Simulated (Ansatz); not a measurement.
# BPd4 (Pmm2) in Ansatz: band structure with PBEsol

Aim: the band structure of BPd4 with PBEsol.

All numbers are computed with Ansatz 0.2.0; they aren't measurements. Logs are shortened: lines on timing, memory, paths and dates and some standing lists are left out, and cuts for length are marked.

## 1. The crystal as given

It takes space group Pmm2 (No. 25, orthorhombic). Conventional cell: a = 2.892 Å, b = 4.365 Å, c = 5.856 Å, α = 90.00°, β = 90.00°, γ = 90.00°. Pd (site symmetry mm2) is surrounded by 1 B at 1.96 Å. Pd (site symmetry mm2) has 2 B at 2.03 Å as nearest neighbours. Pd (site symmetry mm2) has 10 Pd at 2.73 to 3.07 Å as nearest neighbours. Pd (site symmetry mm2) has 2 B at 2.18 Å as nearest neighbours. B (site symmetry mm2) is surrounded by 5 Pd at 1.96 to 2.18 Å.

The cell comes from a database or a generator and needn't be the stable form of this composition.

## 2. Band structure, PBEsol, spin-orbit coupling, no magnetisation

Input file input.yaml:

```yaml
crystal:
  lattice:
    - [2.8920299704, 0.0, 0.0]
    - [0.0, 4.3650077954, 0.0]
    - [0.0, 0.0, 5.856315]
  atoms:
    - { symbol: Pd, position: [0.5, 0.0, 0.197578] }
    - { symbol: Pd, position: [0.0, 0.0, 0.61947] }
    - { symbol: Pd, position: [0.0, 0.5, 0.329164] }
    - { symbol: Pd, position: [0.5, 0.5, 0.867561] }
    - { symbol: B, position: [0.5, 0.0, 0.863227] }
hamiltonian:
  xc: pbesol
  pseudopotentials: { kind: paw_fr }
magnetization:
  noncollinear: true
  spin_orbit: true
kpoints:
  mp_grid: { grid: [9, 6, 5] }
  band_path:
    path:
      - [[0.0, 0.0, 0.0], [0.5, 0.0, 0.0], [0.5, 0.5, 0.0], [0.0, 0.5, 0.0], [0.0, 0.0, 0.0], [0.0, 0.0, 0.5], [0.5, 0.0, 0.5], [0.5, 0.5, 0.5], [0.0, 0.5, 0.5], [0.0, 0.0, 0.5]]
      - [[0.0, 0.5, 0.0], [0.0, 0.5, 0.5]]
      - [[0.5, 0.0, 0.5], [0.5, 0.0, 0.0]]
      - [[0.5, 0.5, 0.0], [0.5, 0.5, 0.5]]
    npoints: 14
scf:
  occupations: { method: fermi_dirac, width: 0.05 }
  n_extra_bands: 12
output:
  forces: true
  stress: true
  eigenvalues: true
  fatbands: true
```

Potentials or basis: Ansatz PAW.

On the command line:

```
$ ansatz run input.yaml --threads 2 --pin off --max-ram 5632MiB --backend cpu --events-out ev --progress --plain --runs-dir out
```

What it wrote:

```text
Warning: RAYON_NUM_THREADS=2 ignored (pool sized by the plan → 2); use --threads N
scf.n_extra_bands = 12 over 75 filled bands (N_el = 75.0): the run solves 87 bands
Engine: ansatz 0.2.0, aarch64-unknown-linux-gnu
Pseudopotentials: kind: paw_fr
Pseudopotential: Pd, paw_fr, valence charge 18, recommended cutoff 420 eV (normal), Pd.paw.azcp#standard-fr
Pseudopotential: B, paw_fr, valence charge 3, recommended cutoff 420 eV (normal), B.paw.azcp#standard-fr
Functional definition: PBEsol
  exchange = pbesol_x
  correlation = pbesol_c
non-collinear run that drives no moment, with spin-orbit: no starting moment large enough to seed its density (crystal.atoms[].spin), no starting occupations that ask for one, no magnetisation constraint and no magnetic field, so the semilocal B_xc is pinned to zero
Crystal: 5 atoms, lattice volume = 73.929 Å³
Basis set: ecut = 420 eV, 1429 PW (Γ), exchange–correlation on 40×60×80 points (8 copies of the dense FFT grid, shifted against one another)
Bands: 87, of which v1, the nominal top of the filled ones, is band 75 counted from 1 (74 counted from 0)
Symmetry: 4 space group operations + 4 with time reversal
Magnetic group: BNS 25.58 (UNI 156), of the structure as read, at distance tolerance 4.2e-5 Å
k-points: 60 of 270 (time reversal used)
Projection manifold: j_resolved (fully-relativistic pseudo-atomic orbitals)
Non-local potential: Pd, projectors of the file, l = 0: 2, l = 1: 4, l = 2: 4, l = 3: 2
Non-local potential: B, projectors of the file, l = 0: 2, l = 1: 4, l = 2: 2
PAW form: soft (Blöchl's): semilocal exchange-correlation on the pseudo side does not see the compensation charge
PAW frozen core: Pd, regenerated for the run's functional, and the local potential with it (the file was generated under x = pbe(κ = 0.804, μ = 0.2195149727645171), c = pbe(β = 0.06672455060314922))
PAW frozen core: B, regenerated for the run's functional, and the local potential with it (the file was generated under x = pbe(κ = 0.804, μ = 0.2195149727645171), c = pbe(β = 0.06672455060314922))
PAW one-centre angular grid: Pd, 590 points (default); XC on 64 Gauss nodes
PAW one-centre angular grid: B, 110 points (default); XC on 64 Gauss nodes
Initial density: superposition of atomic densities (chi_scale 0.1, normalization cell, long waves kept (reshape's long-wave potential 0.02 eV rms))
Initial wavefunctions: pseudopotential atomic-orbital guess
Functional: x = pbesol(κ = 0.804, μ = 0.12345679012345678), c = pbesol(β = 0.046)
SCF iter   1: F=—  HF=-27795.826608 eV  |F-HF|=—  |Δ(HF+E_count)|=         —  Δρ=2.07e-1  dr2=4.55e1  dr2_m=0.00e0 (ungated)  ethr=3.10e-3  |M|=0.00e0 ∫|m|=0.00e0 μB  |m|>n=0.0e0 m-floor=0.0e0 τ_xc=0.0e0  β_m=0.30  ⟨swp⟩=7.5  Hψ=25909  notcnv=0  defer=24
preconditioner: auto → Kerker (q_TF=auto, 2.735 Å⁻¹)  [metal: Δε(μ)=0.017 eV  Ē_g=6.117 eV  σ=0.050 eV  W_gap=0.09  n_scr=24 (ndim 8)  ℏωp=28.3 eV  f_vac=0.000  D(μ)=5.24/eV (n_scr^D=56)]
spin=Noncollinear: Kerker preconditioning applied to the charge; magnetization (m_x, m_y, m_z) channels mix plain (no charge-response kernel on spin).
SCF iter   2: F=—  HF=-27789.169209 eV  |F-HF|=—  |Δ(HF+E_count)|=    6.66e0  Δρ=9.73e-2  dr2=1.00e1  dr2_m=0.00e0 (ungated)  ethr=3.10e-3  |M|=0.00e0 ∫|m|=0.00e0 μB  |m|>n=0.0e0 m-floor=0.0e0 τ_xc=0.0e0  β_m=0.42  ⟨swp⟩=3.0  Hψ=11037  notcnv=0  defer=86
SCF iter   3: F=—  HF=-27787.242653 eV  |F-HF|=—  |Δ(HF+E_count)|=    1.93e0  Δρ=3.10e-2  dr2=7.17e-1  dr2_m=0.00e0 (ungated)  ethr=3.10e-3  |M|=0.00e0 ∫|m|=0.00e0 μB  |m|>n=0.0e0 m-floor=0.0e0 τ_xc=0.0e0  β_m=0.47  ⟨swp⟩=2.7  Hψ=9309  notcnv=0  defer=134
SCF iter   4: F=—  HF=-27787.181864 eV  |F-HF|=—  |Δ(HF+E_count)|=   6.08e-2  Δρ=1.68e-2  dr2=1.44e-1  dr2_m=0.00e0 (ungated)  ethr=9.56e-4  |M|=0.00e0 ∫|m|=0.00e0 μB  |m|>n=0.0e0 m-floor=0.0e0 τ_xc=0.0e0  β_m=0.61  ⟨swp⟩=2.0  Hψ=6341  notcnv=0  defer=178
SCF iter   5: F=—  HF=-27787.168120 eV  |F-HF|=—  |Δ(HF+E_count)|=   1.37e-2  Δρ=4.76e-3  dr2=1.91e-2  dr2_m=0.00e0 (ungated)  ethr=1.93e-4  |M|=0.00e0 ∫|m|=0.00e0 μB  |m|>n=0.0e0 m-floor=0.0e0 τ_xc=0.0e0  β_m=0.67  ⟨swp⟩=2.8  Hψ=9270  notcnv=0  defer=178
SCF iter   6: F=—  HF=-27787.166600 eV  |F-HF|=—  |Δ(HF+E_count)|=   1.52e-3  Δρ=3.02e-3  dr2=9.66e-3  dr2_m=0.00e0 (ungated)  ethr=2.55e-5  |M|=0.00e0 ∫|m|=0.00e0 μB  |m|>n=0.0e0 m-floor=0.0e0 τ_xc=0.0e0  β_m=0.67  ⟨swp⟩=2.1  Hψ=7326  notcnv=0  defer=178
SCF iter   7: F=—  HF=-27787.165777 eV  |F-HF|=—  |Δ(HF+E_count)|=   8.23e-4  Δρ=1.29e-3  dr2=1.70e-3  dr2_m=0.00e0 (ungated)  ethr=1.29e-5  |M|=0.00e0 ∫|m|=0.00e0 μB  |m|>n=0.0e0 m-floor=0.0e0 τ_xc=0.0e0  β_m=0.72  ⟨swp⟩=1.0  Hψ=5104  notcnv=0  defer=178
SCF iter   8: F=—  HF=-27787.165652 eV  |F-HF|=—  |Δ(HF+E_count)|=   1.24e-4  Δρ=6.12e-4  dr2=4.79e-4  dr2_m=0.00e0 (ungated)  ethr=2.27e-6  |M|=0.00e0 ∫|m|=0.00e0 μB  |m|>n=0.0e0 m-floor=0.0e0 τ_xc=0.0e0  β_m=0.79  ⟨swp⟩=1.1  Hψ=5122  notcnv=0  defer=178
SCF iter   9: F=—  HF=-27787.165622 eV  |F-HF|=—  |Δ(HF+E_count)|=   3.09e-5  Δρ=3.93e-4  dr2=1.92e-4  dr2_m=0.00e0 (ungated)  ethr=6.39e-7  |M|=0.00e0 ∫|m|=0.00e0 μB  |m|>n=0.0e0 m-floor=0.0e0 τ_xc=0.0e0  β_m=0.70  ⟨swp⟩=2.3  Hψ=7266  notcnv=0  defer=178
SCF iter  10: F=—  HF=-27787.165600 eV  |F-HF|=—  |Δ(HF+E_count)|=   2.14e-5  Δρ=5.85e-5  dr2=2.96e-6  dr2_m=0.00e0 (ungated)  ethr=2.56e-7  |M|=0.00e0 ∫|m|=0.00e0 μB  |m|>n=0.0e0 m-floor=0.0e0 τ_xc=0.0e0  β_m=0.85  ⟨swp⟩=1.6  Hψ=5755  notcnv=0  defer=178
SCF iter  11: F=—  HF=-27787.165596 eV  |F-HF|=—  |Δ(HF+E_count)|=   4.45e-6  Δρ=1.98e-5  dr2=3.23e-7  dr2_m=0.00e0 (ungated)  ethr=3.94e-9  |M|=0.00e0 ∫|m|=0.00e0 μB  |m|>n=0.0e0 m-floor=0.0e0 τ_xc=0.0e0  β_m=0.79  ⟨swp⟩=2.1  Hψ=7864  notcnv=0  defer=178
SCF iter  12: F=—  HF=-27787.165596 eV  |F-HF|=—  |Δ(HF+E_count)|=   3.18e-8  Δρ=1.17e-5  dr2=1.31e-7  dr2_m=0.00e0 (ungated)  ethr=1.33e-10  |M|=0.00e0 ∫|m|=0.00e0 μB  |m|>n=0.0e0 m-floor=0.0e0 τ_xc=0.0e0  β_m=0.70  ⟨swp⟩=10.7  Hψ=21299  notcnv=0
SCF iter  13: F=-27787.165596 eV  HF=-27787.165596 eV  |F-HF|=1.49e-9  |Δ(HF+E_count)|=   1.71e-8  Δρ=3.35e-6  dr2=7.27e-9  dr2_m=0.00e0 (ungated)  ethr=1.33e-10  |M|=0.00e0 ∫|m|=0.00e0 μB  |m|>n=0.0e0 m-floor=0.0e0 τ_xc=0.0e0  ⟨swp⟩=3.0  Hψ=14505  notcnv=0
SCF 1 converged in 13 iterations: F = -27787.165596 eV  dr2 = 7.27e-9
NSCF: frozen V_eff on 172 k-points
SCF converged after 13 iterations
Magnetization: |M| = 0.0000 μB,  M = (+0.0000, +0.0000, +0.0000) μB
Absolute magnetization: 0.0000 μB (∫|m|)
  site 0: m = (+0.0000, +0.0000, +0.0000) μB, |m| = 0.0000 μB  (R = 0.81 Å)
  site 1: m = (+0.0000, +0.0000, +0.0000) μB, |m| = 0.0000 μB  (R = 0.84 Å)
  site 2: m = (+0.0000, +0.0000, +0.0000) μB, |m| = 0.0000 μB  (R = 1.13 Å)
  site 3: m = (+0.0000, +0.0000, +0.0000) μB, |m| = 0.0000 μB  (R = 0.90 Å)
  site 4: m = (+0.0000, +0.0000, +0.0000) μB, |m| = 0.0000 μB  (R = 0.81 Å)
Free energy (F): -27787.165596 eV
Harris-Foulkes:  -27787.165596 eV  (|F-HF|=1.49e-9)
Internal energy: -27787.140360 eV  (E = F + TS)
E sigma→0 (E₀):  -27787.152978 eV
Entropy (-TS):   -0.025236 eV (-5.047 meV/atom)
Fermi energy:    16.194271 eV
--- Per-component energies (eV) ---
  E_band       = -785.547429
  E_kinetic    = 2096.112962
  E_local      = -8223.853334  (includes V_loc(G=0)·N_el)
  E_nonlocal   = 885.292559
  E_hartree    = 3328.204541
  E_xc         = -699.632167
  E_vxc        = -878.695877  (∫ρ·V_xc dr)
  E_paw        = -14820.952614  (= ΣΔE_a)
  E_vpaw       = -1320.815261  (= ΣTr[D̂ρ^β])
  E_aug_tail   = 0.000794  (compensation charges beyond the density's cutoff)
  E_ewald      = -10353.545441
  E_core_change = 1.232339  (= ΣΔE_core)
  E_smearing   = -0.025236  (= −TS)
  E_closure    = -0.000000  (closes the sum)
  Σ components = -27787.165596   (vs F -27787.165596, Δ=0.00e0)
--- Forces (eV/Å), atoms counted from 1 ---
  atom   1  Pd     0.00000000     0.00000000    -0.18226923
  atom   2  Pd     0.00000000     0.00000000     0.03853177
  atom   3  Pd     0.00000000     0.00000000    -0.03212065
  atom   4  Pd     0.00000000     0.00000000     0.13360713
  atom   5  B      0.00000000     0.00000000     0.04225710
  max |Σ_I F_I| component: 6.11e-6 eV/Å
--- Stress (GPa, compression-positive) ---
       -8.794111       0.000000       0.000000
        0.000000      -8.368335       0.000000
        0.000000       0.000000      -8.422095
  P = ⅓ Tr σ = -8.5282 GPa (-85.282 kbar)
--- Band table (eV; the first three rows and the last of 60) ---
  k-point 0: bands = ["-68.4009", "-68.4009", "-68.1359", "-68.1359", "-67.7307", "-67.7307", "-67.3672", "-67.3672", "-37.2640", "-37.2640", "-37.0056", "-37.0056", "-36.5975", "-36.5975", "-36.2210", "-36.2210", "-32.8646", "-32.8646", "-32.6644", "-32.6644", "-32.6422", "-32.6422", "-32.3504", "-32.3504", "-32.2333", "-32.2333", "-31.9292", "-31.9292", "-31.7520", "-31.7520", "-31.6656", "-31.6656", "6.7320", "6.7320", "10.6935", "10.6935", "10.9141", "10.9141", "11.5934", "11.5934", "11.6413", "11.6413", "12.1619", "12.1619", "12.3868", "12.3868", "12.6795", "12.6795", "13.0256", "13.0256", "13.1639", "13.1639", "13.2918", "13.2918", "13.8986", "13.8986", "14.0811", "14.0811", "14.1054", "14.1054", "14.3226", "14.3226", "14.4181", "14.4181", "14.7762", "14.7762", "14.8427", "14.8427", "15.0072", "15.0072", "15.4080", "15.4080", "15.6492", "15.6492", "15.8893", "15.8893", "16.2788", "16.2788", "16.6447", "16.6447", "21.4518", "21.4518", "21.6060", "21.6060", "22.0889", "22.0889", "22.5306"]
  k-point 1: bands = ["-68.4009", "-68.4009", "-68.1359", "-68.1359", "-67.7307", "-67.7307", "-67.3672", "-67.3672", "-37.2640", "-37.2640", "-37.0056", "-37.0056", "-36.5975", "-36.5975", "-36.2210", "-36.2210", "-32.8642", "-32.8642", "-32.6647", "-32.6647", "-32.6422", "-32.6422", "-32.3506", "-32.3506", "-32.2330", "-32.2330", "-31.9288", "-31.9288", "-31.7522", "-31.7522", "-31.6660", "-31.6660", "6.8286", "6.8286", "10.4981", "10.4981", "10.9305", "10.9305", "11.6103", "11.6103", "11.7117", "11.7117", "12.1135", "12.1135", "12.4345", "12.4345", "12.6343", "12.6343", "12.8510", "12.8510", "13.2087", "13.2087", "13.3201", "13.3201", "13.8277", "13.8277", "13.9858", "13.9858", "14.0481", "14.0481", "14.3038", "14.3038", "14.3688", "14.3688", "14.7642", "14.7642", "14.8583", "14.8583", "14.9022", "14.9022", "15.0930", "15.0930", "15.5767", "15.5767", "16.2727", "16.2727", "16.7179", "16.7179", "17.0905", "17.0905", "21.4152", "21.4152", "21.6110", "21.6110", "21.7116", "21.7116", "22.7941"]
  k-point 2: bands = ["-68.4009", "-68.4009", "-68.1359", "-68.1359", "-67.7307", "-67.7307", "-67.3672", "-67.3672", "-37.2640", "-37.2640", "-37.0056", "-37.0056", "-36.5974", "-36.5974", "-36.2211", "-36.2211", "-32.8637", "-32.8637", "-32.6652", "-32.6652", "-32.6422", "-32.6422", "-32.3509", "-32.3509", "-32.2326", "-32.2326", "-31.9283", "-31.9283", "-31.7524", "-31.7524", "-31.6666", "-31.6666", "7.0097", "7.0097", "10.0726", "10.0726", "11.0157", "11.0157", "11.7105", "11.7105", "11.9636", "11.9636", "12.0280", "12.0280", "12.3571", "12.3571", "12.5855", "12.5855", "12.7214", "12.7214", "13.2380", "13.2380", "13.3555", "13.3555", "13.6484", "13.6484", "13.8708", "13.8708", "13.9196", "13.9196", "14.0654", "14.0654", "14.3949", "14.3949", "14.5372", "14.5372", "14.9014", "14.9014", "14.9393", "14.9393", "15.1445", "15.1445", "15.4259", "15.4259", "16.2639", "16.2639", "17.6427", "17.6427", "17.9529", "17.9529", "20.8053", "20.8053", "21.2408", "21.2408", "22.0744", "22.0744", "23.2141"]
  k-point 59: bands = ["-68.3912", "-68.3912", "-68.1267", "-68.1267", "-67.7221", "-67.7221", "-67.3589", "-67.3589", "-37.2930", "-37.2920", "-37.0274", "-37.0270", "-36.6222", "-36.6222", "-36.2535", "-36.2531", "-32.9212", "-32.9189", "-32.6929", "-32.6881", "-32.6505", "-32.6483", "-32.4027", "-32.4000", "-32.2516", "-32.2511", "-31.9874", "-31.9868", "-31.8100", "-31.8081", "-31.6944", "-31.6922", "8.8640", "8.8773", "10.3431", "10.3751", "10.6053", "10.6130", "11.5093", "11.5195", "11.6825", "11.6892", "12.1553", "12.1601", "12.6519", "12.6675", "12.7852", "12.8264", "12.9420", "12.9457", "13.3871", "13.4260", "13.5151", "13.5371", "13.7716", "13.8441", "14.0025", "14.0311", "14.3162", "14.3524", "14.4865", "14.5281", "14.8776", "14.8977", "15.1405", "15.1524", "15.3727", "15.4410", "15.4993", "15.5588", "15.9375", "15.9448", "15.9875", "16.0224", "17.2895", "17.3043", "17.8864", "17.8873", "18.5435", "18.5478", "18.6411", "18.6789", "20.2227", "20.2338", "20.8665", "20.8775", "23.0662"]
```

Wall time 5 min (2 threads of Arm Neoverse V1, shared host); peak memory 1.2 GiB.

What came out:

* Free energy: -27787.1656 eV
* Pressure: -8.5 GPa
* Largest force: 0.182 eV/Å
* Band gap on the k mesh: none (metal or under the smearing width)

Forces on the atoms (eV/Å):
```
Pd   0.000  0.000 -0.182
Pd   0.000  0.000  0.039
Pd   0.000  0.000 -0.032
Pd   0.000  0.000  0.134
B    0.000  0.000  0.042
```

Levels at the corners of the path, in eV from the Fermi level:
| point | band 71 | band 72 | band 73 | band 74 | band 75 | band 76 | band 77 | band 78 |
| --- | --- | --- | --- | --- | --- | --- | --- | --- |
| Γ | -0.79 | -0.79 | -0.55 | -0.55 | -0.30 | -0.30 | 0.08 | 0.08 |
| X | -0.29 | -0.29 | 0.40 | 0.40 | 0.48 | 0.48 | 1.79 | 1.79 |
| S | -0.04 | -0.04 | 0.81 | 0.81 | 1.47 | 1.47 | 2.31 | 2.31 |
| Y | -0.85 | -0.85 | -0.82 | -0.82 | -0.71 | -0.71 | -0.42 | -0.42 |
| Γ | -0.79 | -0.79 | -0.55 | -0.55 | -0.30 | -0.30 | 0.08 | 0.08 |
| Z | -1.04 | -1.04 | -0.80 | -0.80 | 0.07 | 0.07 | 1.62 | 1.62 |
| U | -0.27 | -0.27 | 0.02 | 0.02 | 0.57 | 0.57 | 1.57 | 1.57 |
| R | -0.18 | -0.18 | -0.13 | -0.13 | 1.03 | 1.03 | 2.16 | 2.16 |
| T | -0.93 | -0.93 | -0.75 | -0.75 | -0.45 | -0.45 | -0.40 | -0.40 |
| Z | -1.04 | -1.04 | -0.80 | -0.80 | 0.07 | 0.07 | 1.62 | 1.62 |
| Y | -0.85 | -0.85 | -0.82 | -0.82 | -0.71 | -0.71 | -0.42 | -0.42 |
| T | -0.93 | -0.93 | -0.75 | -0.75 | -0.45 | -0.45 | -0.40 | -0.40 |
| U | -0.27 | -0.27 | 0.02 | 0.02 | 0.57 | 0.57 | 1.57 | 1.57 |
| X | -0.29 | -0.29 | 0.40 | 0.40 | 0.48 | 0.48 | 1.79 | 1.79 |
| S | -0.04 | -0.04 | 0.81 | 0.81 | 1.47 | 1.47 | 2.31 | 2.31 |
| R | -0.18 | -0.18 | -0.13 | -0.13 | 1.03 | 1.03 | 2.16 | 2.16 |

Caveat: the PAW data sets come from PBE, with cores solved anew for the run's functional, which leaves a small shift of forces and pressure.
